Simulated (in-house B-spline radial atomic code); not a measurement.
# As⁵⁺: starting-point dependence of G0W0 and RPA, part 2 of 2

G0W0 and RPA are one-shot methods. How much does the choice of start matter for As⁵⁺?

An in-house B-spline radial atomic code; all electrons, non-relativistic, point nucleus. Records are in hartree. The steps go on from the part before.

## Step 11: The run with the BHandHLYP start

Settings of the run:

```ini
Z = 33
electrons = 28.0
configuration = [Ar] 3d10
hamiltonian = nr
method = bhandhlyp
lmax = 9
spin_polarised = False
box_radius = 10.43
intervals = 50
```

Result record:

```text
{
  "status": "converged",
  "energies [hartree]": {
    "mean_field": -2229.686195,
    "exx_total": -2228.248443,
    "exchange": -79.9319517,
    "rpa": -2.0320793,
    "rpa_summed": -2.0065652,
    "direct_second_order": -2.3092071,
    "second_order_exchange": 0.6715364,
    "sosex": 0.62423854
  },
  "rpa_by_multipole [hartree]": [-0.535432, -0.713016, -0.331789, -0.206144, -0.104652, -0.059234, -0.0294619, -0.0163246, -0.00715347, -0.00264306, -0.000618787, -9.62715e-05],
  "polarisability [bohr^3: independent particles, RPA]": [0.560159, 0.455655],
  "gap [hartree]": 1.859915,
  "levels [hartree]": [
    {"name": "3d", "occ": 1, "e": -4.283585, "sx": -2.536383, "vxc": -2.244399, "sc": 0.07251618, "z": 0.9635757, "qp": -4.505396, "tail": -0.00234415},
    {"name": "2p", "occ": 1, "e": -51.3667, "sx": -7.940031, "vxc": -6.661214, "sc": 0.9316026, "z": 0.8606659, "qp": -51.71483, "tail": -0.0009149021},
    {"name": "4s", "occ": 0, "e": -2.42367, "sx": -0.1881662, "vxc": -0.3783361, "sc": -0.04413622, "z": 0.9925653, "qp": -2.278025, "tail": -0.000388327}
  ]
}
```

Wall time 1.9 s (1 thread, shared host).

G0W0 moves 3d down by 6.04 eV, to -122.60 eV.

## Step 12: The run with the CAM-B3LYP start

The settings differ from step 11 so:

```diff
@@ -4,3 +4,3 @@
 hamiltonian = nr
-method = bhandhlyp
+method = camb3lyp
 lmax = 9
```

Result record:

```text
{
  "status": "converged",
  "energies [hartree]": {
    "mean_field": -2229.770253,
    "exx_total": -2228.237495,
    "exchange": -79.88611509,
    "rpa": -2.0710199,
    "rpa_summed": -2.0454652,
    "direct_second_order": -2.3678382,
    "second_order_exchange": 0.68630302,
    "sosex": 0.63570506
  },
  "rpa_by_multipole [hartree]": [-0.55184, -0.725144, -0.337428, -0.208962, -0.105845, -0.0597163, -0.0296159, -0.0163785, -0.00717212, -0.00264773, -0.000619473, -9.61713e-05],
  "polarisability [bohr^3: independent particles, RPA]": [0.593568, 0.479762],
  "gap [hartree]": 1.732653,
  "levels [hartree]": [
    {"name": "3d", "occ": 1, "e": -4.172288, "sx": -2.532348, "vxc": -2.116267, "sc": 0.08061078, "z": 0.9594165, "qp": -4.510094, "tail": -0.002335107},
    {"name": "4s", "occ": 0, "e": -2.439635, "sx": -0.2005364, "vxc": -0.4066232, "sc": -0.04699422, "z": 0.991708, "qp": -2.280953, "tail": -0.0004110805}
  ]
}
```

Wall time 2.1 s (1 thread, shared host).

G0W0 moves 3d down by 9.19 eV, to -122.73 eV.

## Step 13: The run with the LC-ωPBE start

The settings differ from step 12 so:

```diff
@@ -4,3 +4,3 @@
 hamiltonian = nr
-method = camb3lyp
+method = lc_wpbe
 lmax = 9
```

Result record:

```text
{
  "status": "converged",
  "energies [hartree]": {
    "mean_field": -2229.363147,
    "exx_total": -2228.23582,
    "exchange": -79.86358128,
    "rpa": -2.0770514,
    "rpa_summed": -2.0514613,
    "direct_second_order": -2.3744954,
    "second_order_exchange": 0.68838695,
    "sosex": 0.63765231
  },
  "rpa_by_multipole [hartree]": [-0.553021, -0.72736, -0.338639, -0.209719, -0.106193, -0.0598816, -0.0296857, -0.0164091, -0.00718362, -0.00265148, -0.000620243, -9.62681e-05],
  "polarisability [bohr^3: independent particles, RPA]": [0.584632, 0.473104],
  "gap [hartree]": 1.818378,
  "levels [hartree]": [
    {"name": "3d", "occ": 1, "e": -4.177084, "sx": -2.530929, "vxc": -2.11292, "sc": 0.07932025, "z": 0.9603859, "qp": -4.518114, "tail": -0.002340531},
    {"name": "4s", "occ": 0, "e": -2.358706, "sx": -0.2058654, "vxc": -0.3316555, "sc": -0.04682297, "z": 0.9919926, "qp": -2.280159, "tail": -0.0004193289}
  ]
}
```

Run time: 2 s. Hardware: 1 thread, shared host.

The 3d level moves from -113.66 to -122.94 eV (weight 0.96).

## Step 14: The run with the ωB97X start

The settings differ from step 13 so:

```diff
@@ -4,3 +4,3 @@
 hamiltonian = nr
-method = lc_wpbe
+method = wb97x
 lmax = 9
```

Result record:

```text
{
  "status": "converged",
  "energies [hartree]": {
    "mean_field": -2229.759635,
    "exx_total": -2228.243109,
    "exchange": -79.925978,
    "rpa": -2.0627647,
    "rpa_summed": -2.0371441,
    "direct_second_order": -2.3520971,
    "second_order_exchange": 0.6830156,
    "sosex": 0.63358651
  },
  "rpa_by_multipole [hartree]": [-0.545946, -0.723398, -0.336642, -0.208853, -0.105843, -0.0598131, -0.0296775, -0.0164155, -0.00718538, -0.00265395, -0.000621058, -9.66358e-05],
  "polarisability [bohr^3: independent particles, RPA]": [0.557958, 0.45172],
  "gap [hartree]": 1.899105,
  "levels [hartree]": [
    {"name": "3d", "occ": 1, "e": -4.190318, "sx": -2.539004, "vxc": -2.155086, "sc": 0.07506799, "z": 0.9625438, "qp": -4.501519, "tail": -0.002351779},
    {"name": "4s", "occ": 0, "e": -2.291213, "sx": -0.2056424, "vxc": -0.2710683, "sc": -0.04569462, "z": 0.9924904, "qp": -2.271897, "tail": -0.0004158859}
  ]
}
```

Wall time 2.1 s (1 thread, shared host).

The 3d level moves from -114.02 to -122.49 eV (weight 0.96).

## Step 15: The run with the PBEsol start

The settings differ from step 14 so:

```diff
@@ -4,3 +4,3 @@
 hamiltonian = nr
-method = wb97x
+method = pbesol
 lmax = 9
```

Result record:

```text
{
  "status": "converged",
  "energies [hartree]": {
    "mean_field": -2227.779774,
    "exx_total": -2228.231398,
    "exchange": -79.84117216,
    "rpa": -2.120766,
    "rpa_summed": -2.0950936,
    "direct_second_order": -2.4463228,
    "second_order_exchange": 0.70616985,
    "sosex": 0.65069448
  },
  "rpa_by_multipole [hartree]": [-0.571149, -0.741571, -0.344703, -0.212756, -0.10747, -0.0604985, -0.0298758, -0.0164829, -0.00720825, -0.0026597, -0.000622, -9.65497e-05],
  "polarisability [bohr^3: independent particles, RPA]": [0.650381, 0.518111],
  "gap [hartree]": 1.442977,
  "levels [hartree]": [
    {"name": "3d", "occ": 1, "e": -3.963384, "sx": -2.532103, "vxc": -1.901563, "sc": 0.09662931, "z": 0.9498905, "qp": -4.499616, "tail": -0.002321268},
    {"name": "4s", "occ": 0, "e": -2.520406, "sx": -0.215461, "vxc": -0.5094083, "sc": -0.05207165, "z": 0.9898372, "qp": -2.27897, "tail": -0.0004389867}
  ]
}
```

It took 1.8 s on 1 thread, shared host.

Highest level 3d: -107.85 eV in the start, -122.44 eV after G0W0, weight 0.95.

## Step 16: The run with the BLYP start

The settings differ from step 15 so:

```diff
@@ -4,3 +4,3 @@
 hamiltonian = nr
-method = pbesol
+method = b88,lyp
 lmax = 9
```

Result record:

```text
{
  "status": "converged",
  "energies [hartree]": {
    "mean_field": -2229.714011,
    "exx_total": -2228.228622,
    "exchange": -79.85735672,
    "rpa": -2.1221876,
    "rpa_summed": -2.0965491,
    "direct_second_order": -2.4496826,
    "second_order_exchange": 0.70679348,
    "sosex": 0.65102464
  },
  "rpa_by_multipole [hartree]": [-0.572734, -0.741634, -0.344795, -0.212673, -0.107413, -0.0604232, -0.0298392, -0.0164628, -0.00720125, -0.00265649, -0.000621205, -9.63315e-05],
  "polarisability [bohr^3: independent particles, RPA]": [0.66424, 0.529208],
  "gap [hartree]": 1.402555,
  "levels [hartree]": [
    {"name": "3d", "occ": 1, "e": -3.962066, "sx": -2.529175, "vxc": -1.894526, "sc": 0.09857138, "z": 0.9485734, "qp": -4.500458, "tail": -0.002313597},
    {"name": "4s", "occ": 0, "e": -2.559511, "sx": -0.2109375, "vxc": -0.5393586, "sc": -0.05193274, "z": 0.9896091, "qp": -2.283454, "tail": -0.0004320862}
  ]
}
```

Run time: 1.9 s. Hardware: 1 thread, shared host.

G0W0 moves 3d down by 14.7 eV, to -122.46 eV.

## Step 17: The run with the r2SCAN0 start

The settings differ from step 16 so:

```diff
@@ -4,3 +4,3 @@
 hamiltonian = nr
-method = b88,lyp
+method = r2scan0
 lmax = 9
```

Result record:

```text
{
  "status": "converged",
  "energies [hartree]": {
    "mean_field": -2229.662585,
    "exx_total": -2228.249389,
    "exchange": -79.9486106,
    "rpa": -2.0519088,
    "rpa_summed": -2.026552,
    "direct_second_order": -2.3403657,
    "second_order_exchange": 0.67912542,
    "sosex": 0.62991546
  },
  "rpa_by_multipole [hartree]": [-0.54294, -0.720954, -0.334682, -0.207497, -0.105023, -0.0593455, -0.0294036, -0.0162547, -0.00711561, -0.00262699, -0.000614674, -9.55617e-05],
  "polarisability [bohr^3: independent particles, RPA]": [0.576442, 0.465633],
  "gap [hartree]": 1.7327,
  "levels [hartree]": [
    {"name": "3d", "occ": 1, "e": -4.147217, "sx": -2.538899, "vxc": -2.115726, "sc": 0.07925216, "z": 0.9602589, "qp": -4.493459, "tail": -0.002320472},
    {"name": "4s", "occ": 0, "e": -2.414518, "sx": -0.2024972, "vxc": -0.3907664, "sc": -0.04689768, "z": 0.9918885, "qp": -2.273554, "tail": -0.0004080745}
  ]
}
```

Wall time 1.9 s (1 thread, shared host).

The 3d level moves from -112.85 to -122.27 eV (weight 0.96).

## Step 18: The run with the exchange-only LDA start

The settings differ from step 17 so:

```diff
@@ -4,3 +4,3 @@
 hamiltonian = nr
-method = r2scan0
+method = lda,
 lmax = 9
```

Result record:

```text
{
  "status": "converged",
  "energies [hartree]": {
    "mean_field": -2223.609496,
    "exx_total": -2228.217688,
    "exchange": -79.75748742,
    "rpa": -2.1248777,
    "rpa_summed": -2.0992721,
    "direct_second_order": -2.454984,
    "second_order_exchange": 0.70792664,
    "sosex": 0.65172024
  },
  "rpa_by_multipole [hartree]": [-0.575336, -0.741986, -0.344904, -0.212571, -0.107328, -0.0603421, -0.0298004, -0.0164418, -0.00719253, -0.00265329, -0.000620356, -9.61754e-05],
  "polarisability [bohr^3: independent particles, RPA]": [0.664173, 0.528508],
  "gap [hartree]": 1.416433,
  "levels [hartree]": [
    {"name": "3d", "occ": 1, "e": -3.901172, "sx": -2.526339, "vxc": -1.814547, "sc": 0.10191, "z": 0.9471877, "qp": -4.513359, "tail": -0.002305955},
    {"name": "4s", "occ": 0, "e": -2.484739, "sx": -0.2174411, "vxc": -0.4716851, "sc": -0.0521204, "z": 0.9897577, "qp": -2.283059, "tail": -0.0004434845}
  ]
}
```

Run time: 1.9 s. Hardware: 1 thread, shared host.

G0W0 moves 3d down by 16.7 eV, to -122.81 eV.

## Step 19: All runs in one table

```
            start  level  mean field (eV)  G0W0 (eV)  weight  RPA (hartree)  RPA+SOSEX (hartree)  α, direct RPA (bohr³)   time  miss (eV)
     Hartree-Fock     3d          -124.04    -122.60   0.972       -1.95241             -1.35154                 0.3989  1.9 s      +1.41
       LDA (VWN5)     3d          -108.24    -122.57   0.950       -2.12377             -1.47237                 0.5191  2.1 s      +1.38
              PBE     3d          -107.89    -122.39   0.950       -2.11991             -1.46943                 0.5215  1.9 s      +1.20
             PBE0     3d          -112.26    -122.46   0.958       -2.07353             -1.43686                 0.4816  1.9 s      +1.27
           r2SCAN     3d          -108.68    -122.14   0.954       -2.08755             -1.44719                 0.4953  1.9 s     +0.949
            HSE06     3d          -111.79    -122.50   0.957       -2.07612             -1.43862                 0.4863  2.1 s      +1.31
            B3LYP     3d          -111.52    -122.54   0.956       -2.08472             -1.44488                 0.4951  1.9 s      +1.35
             SCAN     3d          -108.64    -122.04   0.954       -2.08570             -1.44620                 0.4968  1.9 s     +0.854
             TPSS     3d          -107.82    -122.44   0.950       -2.10984             -1.46236                 0.5166  1.9 s      +1.25
        BHandHLYP     3d          -116.56    -122.60   0.964       -2.03208             -1.40784                 0.4557  1.9 s      +1.41
        CAM-B3LYP     3d          -113.53    -122.73   0.959       -2.07102             -1.43531                 0.4798  2.1 s      +1.54
          LC-ωPBE     3d          -113.66    -122.94   0.960       -2.07705             -1.43940                 0.4731    2 s      +1.75
            ωB97X     3d          -114.02    -122.49   0.963       -2.06276             -1.42918                 0.4517  2.1 s      +1.30
           PBEsol     3d          -107.85    -122.44   0.950       -2.12077             -1.47007                 0.5181  1.8 s      +1.25
             BLYP     3d          -107.81    -122.46   0.949       -2.12219             -1.47116                 0.5292  1.9 s      +1.27
          r2SCAN0     3d          -112.85    -122.27   0.960       -2.05191             -1.42199                 0.4656  1.9 s      +1.08
exchange-only LDA     3d          -106.16    -122.81   0.947       -2.12488             -1.47316                 0.5285  1.9 s      +1.62
```

The miss is the G0W0 removal energy (the level with its sign changed) less the measured ionisation energy, 121.19 ± 0.06 eV. Times are single runs on a shared host.

## Step 20: Summary of results

What follows sums up all 2 parts.

| quantity | value |
| --- | --- |
| highest level, mean field (range over the runs) | -124.04 to -106.16 eV |
| highest level, G0W0 (range over the runs) | -122.94 to -122.04 eV |
| RPA correlation energy | -2.125 to -1.952 hartree |
| RPA+SOSEX | -1.4732 to -1.3515 hartree |
| measured ionisation energy (3d shell) | 121.19 ± 0.06 eV (NIST Atomic Spectra Database, ionization energies) |
| G0W0 removal energy less that value | +0.854 to +1.75 eV |

What this shows: G0W0 turns a spread of 17.9 eV among the starts into one of 0.90 eV, 5.0 % of it. On the semilocal starts the correction is downwards, 13 to 17 eV, since their self-interaction lifts occupied levels. The RPA energy is largest in size on exchange-only LDA and smallest on Hartree-Fock, 8.1 % apart; over the runs it loosely follows the gap of the start, as smaller excitation energies give more correlation. Against the measured ionisation energy, 121.19 ± 0.06 eV, G0W0 is nearest on SCAN (+0.85 eV) and farthest on LC-ωPBE (+1.8 eV). Relativity is left out, and for this shell its effect can be as large as the miss, so the comparison tests the Hamiltonian as much as the method. Read as a removal energy, the bare PBE level is off by -13.3 eV (-11 %) and the nearest bare level, Hartree-Fock's, by +2.85 eV.
